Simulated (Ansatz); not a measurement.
## HfIr3 and its elements: a formation energy from the elements, step by step

Program: the Ansatz DFT code, driven from Python.

Notebook, run cell by cell (the value of a cell's last expression is shown):

In [1]:
```python
from collections import Counter

import ansatz as az
import numpy as np
```

In [2]:
```python
PHASES = {
    "HfIr3": (
        [(3.926, 0.0, 0.0), (0.0, 3.926, 0.0), (0.0, 0.0, 3.926)],
        [
            ("Hf", (0.0, 0.0, 0.0)),
            ("Ir", (0.0, 0.5, 0.5)),
            ("Ir", (0.5, 0.0, 0.5)),
            ("Ir", (0.5, 0.5, 0.0)),
        ],
    ),
    "Hf": (
        [(3.1967, 0.0, 0.0), (-1.59835, 2.76842, 0.0), (0.0, 0.0, 5.0578)],
        [
            ("Hf", (1 / 3, 2 / 3, 0.25)),
            ("Hf", (2 / 3, 1 / 3, 0.75)),
        ],
    ),
    "Ir": (
        [(0.0, 1.9156, 1.9156), (1.9156, 0.0, 1.9156), (1.9156, 1.9156, 0.0)],
        [
            ("Ir", (0.0, 0.0, 0.0)),
        ],
    ),
}
```

In [3]:
```python
def build(vectors, sites):
    crystal = az.Crystal(lattice=az.Lattice.of(vectors))
    for symbol, position in sites:
        crystal = crystal.atom(symbol, position)
    return crystal
```

In [4]:
```python
def ground_state(name, crystal):
    calc = (
        crystal.calculation()
        .functional("LDA")
        .eigensolver("davidson")
        .accuracy("low")
        .basis(630, density_ratio=6)
        .kpoints(spacing=0.3)
        .occupations("cold", width=0.1)
        .stress()
    )
    calc = calc.relax(force_tolerance=0.03, max_steps=60, fix_cell=["shape"])
    return calc.run()
```

In [5]:
```python
def counts(outcome):
    return Counter(site.symbol for site in outcome.lattice.sites)
```

In [6]:
```python
def formation_energy(outcome, mu):
    n = counts(outcome)
    return (outcome.report["energy_sigma0_ev"] - sum(k * mu[element] for element, k in n.items())) / sum(n.values())
```

In [7]:
```python
def volume_per_atom(outcome):
    return abs(np.linalg.det(outcome.lattice.cell_ang)) / len(outcome.lattice.sites)
```

In [8]:
```python
phases = {name: build(*cell) for name, cell in PHASES.items()}
```

In [9]:
```python
done = {}
for name, crystal in phases.items():
    done[name] = ground_state(name, crystal)
    print(f"{name}: {done[name].report['energy_sigma0_ev']:.4f} eV, {len(done[name].lattice.sites)} atoms")
```
```text
HfIr3: -50470.2305 eV, 4 atoms
Hf: -30953.7170 eV, 2 atoms
Ir: -11663.3983 eV, 1 atoms
```

In [10]:
```python
references = {"Hf": "Hf", "Ir": "Ir"}
mu = {element: done[name].report["energy_sigma0_ev"] / len(done[name].lattice.sites) for element, name in references.items()}
```

In [11]:
```python
target = done["HfIr3"]
heat = formation_energy(target, mu)
n = counts(target)
print("cell content:", dict(n), " volume", round(volume_per_atom(target), 3), "A^3/atom")
print("formation energy", round(heat, 4), "eV/atom,", round(heat * sum(n.values()), 4), "eV per cell")
print("bound against the elements" if heat < 0 else "unbound against the elements")
```
```text
cell content: {<Element.HF: 'Hf'>: 1, <Element.IR: 'Ir'>: 3}  volume 14.815 A^3/atom
formation energy -0.7943 eV/atom, -3.177 eV per cell
bound against the elements
```

What to keep in mind:
- These settings explore the input space; cutoff and mesh may be short of convergence.
- For the metals among these phases the mesh is modest: differences between phases can be off by up to 40 meV an atom.
- Atoms and volume are relaxed with the cell's shape held, which in cells of lower than cubic symmetry can hide stresses and shift volumes.
- Spin-orbit coupling, which matters for elements this heavy, is left out.
- The cells come from databases of deposited and of computed structures, and not all need be stable phases.
- The compound is the structure given, not necessarily its lowest; energies are at zero temperature, with no correction for gases. A semilocal functional's error on such energies is often 0.05 to 0.1 eV an atom, and 0.1 to 0.3 eV against gases such as O2 or F2.
- Run time: 54 s on 1 thread of Intel(R) Xeon(R) Platinum 8488C (Sapphire Rapids) (shared host), peak memory 0.51 GiB.

(Lines on the test bed's own set-up are left out of the output.)
